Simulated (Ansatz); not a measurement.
# YI: the cost of one run

Method: DFT, LDA, PAW with Ansatz's default frozen-core files, scalar-relativistic, in Ansatz 0.2.0.

1 further run of the same task is left out (it didn't finish).

**1. Starting point**

Symmetry: P-3m1, No. 164, trigonal system. Conventional cell: a = 3.956 Å, b = 3.956 Å, c = 11.079 Å, α = 90.00°, β = 90.00°, γ = 120.00°. Y (site symmetry 3m) has 3 I at 3.13 Å as nearest neighbours. I (site symmetry 3m) is surrounded by 3 Y at 3.13 Å.

As a file:

```cif
data_structure
_symmetry_space_group_name_H-M 'P 1'
_symmetry_Int_Tables_number 1
_cell_length_a 3.9560
_cell_length_b 3.9560
_cell_length_c 11.0795
_cell_angle_alpha 90.000
_cell_angle_beta 90.000
_cell_angle_gamma 120.000
_cell_volume 150.16
loop_
_atom_site_label
_atom_site_type_symbol
_atom_site_fract_x
_atom_site_fract_y
_atom_site_fract_z
_atom_site_occupancy
Y1 Y 0.66667 0.33333 0.62673 1
Y2 Y 0.33333 0.66667 0.37327 1
I1 I 0.33333 0.66667 0.81998 1
I2 I 0.66667 0.33333 0.18002 1
```

Atoms are numbered in the order of the input: Y1, Y2, I3, I4.

**2. Free moments from the typed start, PAW**

File input.yaml:

```yaml
crystal:
  lattice:
    - [3.9559735753, 0.0, 0.0]
    - [-1.9779867876, 3.4259736129, 0.0]
    - [0.0, 0.0, 11.079476]
  atoms:
    - { symbol: "Y", position: [0.6666666667, 0.3333333333, 0.626727], spin: 0.6 }
    - { symbol: "Y", position: [0.3333333333, 0.6666666667, 0.373273], spin: 0.6 }
    - { symbol: I, position: [0.3333333333, 0.6666666667, 0.819975] }
    - { symbol: I, position: [0.6666666667, 0.3333333333, 0.180025] }
magnetization:
  spin_polarized: true
kpoints:
  mp_grid: { grid: [7, 7, 3] }
scf:
  occupations: { method: fermi_dirac, width: 0.05 }
hamiltonian:
  xc: lda
  pseudopotentials: { kind: paw }
output:
  forces: true
  stress: true
  eigenvalues: true
  populations: true
  write_density: true
  write_potential: true
  elf: true
  volumetric_format: npy
```

On the command line:

```sh
$ ansatz run input.yaml --threads 2 --pin off --max-ram 6144MiB --backend cpu --events-out ev --progress --plain --runs-dir out
```

**Question.** How long does this run take on 2 threads of Arm Neoverse V1, shared host, and how much memory does it need?

About 14 s, with a peak of 0.51 GiB.
